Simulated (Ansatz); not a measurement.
# C2H5AlGe: the cost of one run

Method: RKS PBE0/def2-SVP, in Ansatz 0.2.0.

1 further run of the same task is left out (it didn't finish).

## (1) The structure to begin with

Bond lengths: Ge1–Al2 2.391 Å, Al2–C3 1.811 Å, Al2–C4 1.852 Å, C3–C4 1.538 Å, Ge1–H5 1.544 Å, Ge1–H6 1.591 Å, Ge1–H7 1.571 Å, C3–H8 1.034 Å, C4–H9 1.025 Å. Angles (14 of 15 angles, heavy atoms first): Ge1–Al2–C3 156.7°, Ge1–Al2–C4 153.2°, C3–Al2–C4 49.6°, Al2–C3–C4 66.5°, Al2–C4–C3 63.8°, Al2–Ge1–H5 112.7°, Al2–Ge1–H6 111.1°, Al2–Ge1–H7 110.0°, Al2–C3–H8 148.7°, C4–C3–H8 144.5°, Al2–C4–H9 150.6°, C3–C4–H9 145.6°, H5–Ge1–H6 109.4°, H5–Ge1–H7 107.6°.

As a file:

```xyz
9

Ge   -0.3428    1.4851   -1.2988
Al    0.0474   -0.3410    0.1950
C    -0.3488   -1.5495    1.4847
C     1.1389   -1.5366    1.0940
H     0.5783    1.4506   -2.5372
H    -0.1753    2.8810   -0.5548
H    -1.8285    1.4534   -1.8097
H    -1.0443   -1.9489    2.1366
H     2.0637   -1.9404    1.2731
```

## (2) End point A

input.yaml

```yaml
crystal:
  periodic: [false, false, false]
  atoms:
    - { symbol: Ge, position_ang: [-0.3428, 1.4851, -1.2988] }
    - { symbol: Al, position_ang: [0.0474, -0.341, 0.195] }
    - { symbol: C, position_ang: [-0.3488, -1.5495, 1.4847] }
    - { symbol: C, position_ang: [1.1389, -1.5366, 1.094] }
    - { symbol: H, position_ang: [0.5783, 1.4506, -2.5372] }
    - { symbol: H, position_ang: [-0.1753, 2.881, -0.5548] }
    - { symbol: H, position_ang: [-1.8285, 1.4534, -1.8097] }
    - { symbol: H, position_ang: [-1.0443, -1.9489, 2.1366] }
    - { symbol: H, position_ang: [2.0637, -1.9404, 1.2731] }
basis:
  gaussian: { orbitals: def2-SVP }
hamiltonian:
  xc: pbe0
relax:
  f_tol: 0.02
  max_steps: 50
output:
  orbitals: {}
```

The run is started by

```console
$ ansatz run input.yaml --threads 2 --pin off --max-ram 3072MiB --backend cpu --events-out ev --progress --plain --runs-dir out
```

What time and memory should one allow on 2 threads of AMD EPYC 9R45 (Zen 5), shared host?

About 6.2 s, with a peak of 0.25 GiB.
